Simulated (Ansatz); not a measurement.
# C₂H₁₀OSi₃: how energies converge with the basis set

The task here is to estimate one member of a computed series from the others.

Program: Ansatz 0.2.0, Gaussian basis. Level of theory: one geometry, several basis sets. These are calculated values, not measurements.

Plan: PBE0-D4/def2-SVP; ωB97M-V/def2-SVP; PBE0-D4/def2-QZVPP; ωB97M-V/def2-QZVPP; the functionals' def2-TZVPP values are taken from earlier runs.

### Structure used throughout

The geometry comes from an earlier relaxation with PBE0-D4 in a triple-zeta def2 set; it is a stationary point, not always the lowest conformer.

16 atoms, charge 0, spin multiplicity 1.

Atoms are counted from 1 here; the program's logs count them from 0.

Bond lengths: C1–C2 1.331 Å, C1–H7 1.086 Å, C1–H8 1.086 Å, C2–Si3 1.861 Å, C2–H9 1.090 Å, Si3–O4 1.660 Å, Si3–Si5 2.343 Å, Si3–Si6 2.352 Å, O4–H10 0.959 Å, Si5–H11 1.488 Å, Si5–H12 1.490 Å, Si5–H13 1.488 Å, Si6–H14 1.489 Å, Si6–H15 1.488 Å, Si6–H16 1.492 Å. Angles: C2–C1–H7 122.3°, C2–C1–H8 121.5°, H7–C1–H8 116.3°, C1–C2–Si3 123.0°, C1–C2–H9 118.5°, Si3–C2–H9 118.5°, C2–Si3–O4 110.8°, C2–Si3–Si5 109.9°, C2–Si3–Si6 108.0°, O4–Si3–Si5 106.5°, O4–Si3–Si6 111.5°, Si5–Si3–Si6 110.2°, Si3–O4–H10 117.0°, Si3–Si5–H11 111.1°, Si3–Si5–H12 108.5°, Si3–Si5–H13 111.2°, H11–Si5–H12 108.6°, H11–Si5–H13 109.1° and more.

Set-up of the first run:

in.yaml reads:

```yaml
crystal:
  periodic: [false, false, false]
  atoms:
    - {symbol: C, position_ang: [0.495946, -2.542085, -0.622679]}
    - {symbol: C, position_ang: [0.775477, -1.395749, -0.006592]}
    - {symbol: Si, position_ang: [-0.296550, 0.119428, -0.147561]}
    - {symbol: O, position_ang: [-1.669544, -0.210354, -1.020345]}
    - {symbol: Si, position_ang: [0.846166, 1.800962, -1.311732]}
    - {symbol: Si, position_ang: [-0.814016, 0.847555, 2.028699]}
    - {symbol: H, position_ang: [1.128526, -3.420184, -0.528295]}
    - {symbol: H, position_ang: [-0.379010, -2.645770, -1.258374]}
    - {symbol: H, position_ang: [1.671916, -1.342937, 0.610783]}
    - {symbol: H, position_ang: [-2.338787, -0.747819, -0.592988]}
    - {symbol: H, position_ang: [1.140556, 1.380262, -2.708170]}
    - {symbol: H, position_ang: [2.135275, 2.066428, -0.613664]}
    - {symbol: H, position_ang: [0.060417, 3.064046, -1.339130]}
    - {symbol: H, position_ang: [0.428799, 0.942610, 2.843969]}
    - {symbol: H, position_ang: [-1.473812, 2.181670, 2.017999]}
    - {symbol: H, position_ang: [-1.734159, -0.120662, 2.692379]}
basis:
  gaussian: {orbitals: def2-SVP}
hamiltonian: {xc: pbe0, dispersion: d4}
output: {orbitals: {seedname: orbitals}}
```

Among the steps run: PBE0-D4 in def2-SVP; ωB97M-V in def2-SVP; PBE0-D4 in def2-QZVPP; ωB97M-V in def2-QZVPP.

One table of the session follows, with a row left open; its other results are not shown here.

It belongs to the step «Functionals by basis». 

| functional | basis | HOMO (eV) |
| --- | --- | --- |
| PBE0-D4 | def2-SVP | ? |
| PBE0-D4 | def2-TZVPP | -7.21 |
| PBE0-D4 | def2-QZVPP | -7.22 |
| ωB97M-V | def2-SVP | -9.12 |
| ωB97M-V | def2-TZVPP | -9.17 |
| ωB97M-V | def2-QZVPP | -9.18 |

**Question.** Estimate the row for PBE0-D4, def2-SVP.

**Answer.** HOMO (eV): -7.19. In the column «HOMO (eV)» it is the highest.
